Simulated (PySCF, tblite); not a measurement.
**C6H6F3O radical: geometry, infrared bands and EPR parameters**

What infrared bands and EPR parameters should C6H6F3O radical (`[CH2]/C(=C/OC)C(F)=C(F)F`) show?

The runs use tblite 0.8.0 and PySCF 2.14.0, with density-fitted response routines of our own; the level of theory stands in each step. All values are computed, except where a source is named. Atoms are numbered from 0 throughout.

## Step 1: The starting structure

16 atoms, charge 0, multiplicity 2; geometry from: force field or distance geometry start.

Bonds of the start (Å): C0–C1 1.44, C1–C2 1.36, C2–O3 1.36, O3–C4 1.41, C1–C5 1.46, C5–F6 1.35, C5–C7 1.35, C7–F8 1.35, C7–F9 1.35, C0–H10 1.08, C0–H11 1.10, C2–H12 1.07, C4–H13 1.09, C4–H14 1.09, C4–H15 1.09.

## Step 2: Relaxing the molecule with GFN2-xTB

Job settings and geometry (Å):

```
{"job": {"kind": "relax", "xc": "GFN2-xTB", "basis": "xTB"}, "charge": 0, "multiplicity": 2}
C     -1.766100    -1.347900    -0.983700
C     -0.899800    -0.547100    -0.152600
C      0.438800    -0.641200    -0.370200
O      1.383800    -0.020400     0.391200
C      2.555300     0.288600    -0.338900
C     -1.437700     0.239500     0.956300
F     -2.378900    -0.369100     1.707300
C     -1.123500     1.516800     1.250900
F     -0.256600     2.215400     0.490900
F     -1.745400     2.119900     2.291000
H     -1.388600    -1.990000    -1.764600
H     -2.842500    -1.365000    -0.770600
H      0.842400    -1.246600    -1.156200
H      3.244500     0.833500     0.308900
H      3.056200    -0.612500    -0.684600
H      2.310500     0.935000    -1.186500
```

On the command line:

```
OMP_NUM_THREADS=1 python probes_run.py task.json out
```

This one command runs all jobs of the session in turn.

**Question.** This job is followed by: GFN2-xTB harmonic vibrations, gas phase; UKS B3LYP, pcH-1 on C F H O, non-relativistic, mean-field spin-orbit, GIAO. Predict these results of the whole session: strongest single infrared mode (GFN2-xTB); zero-point energy (GFN2-xTB); g(iso) (B3LYP); ⟨S²⟩; largest a(iso) (averaged by class); potential on the surface of density 0.002 e/bohr³, 1st and 99th percentile.

The runs gave:

```
                                                                  quantity                  value
                                 strongest single infrared mode (GFN2-xTB)  1200 cm⁻¹, 200 km/mol
                                              zero-point energy (GFN2-xTB)          66.2 kcal/mol
                                                            g(iso) (B3LYP)                2.00307
                                                                      ⟨S²⟩     0.778 (exact 0.75)
                                        largest a(iso) (averaged by class)    13C on C0, 54.1 MHz
potential on the surface of density 0.002 e/bohr³, 1st and 99th percentile     -0.86 V and 1.28 V
```

**Reading.** Over 68 steps the energy fell by 0.365 eV; of the close pairs, C0–C1 changed most, 1.443 to 1.375 Å. No mode is imaginary among the 42: a minimum at this level. The strongest single mode, at 1200 cm⁻¹, moves mainly C7. GFN2-xTB is a fitted tight-binding method: band positions and strengths are rough. Its intensities can rank the bands wrongly. The largest spin populations lie on C0 (0.67 e), C2 (0.55 e). The isotropic g lies 0.8 ppt above the free-electron value. These values are for one conformer; the search (at its own cheap level) found 2 more, at 0.73, 1.77 kcal/mol, and measured spectra average over such forms.
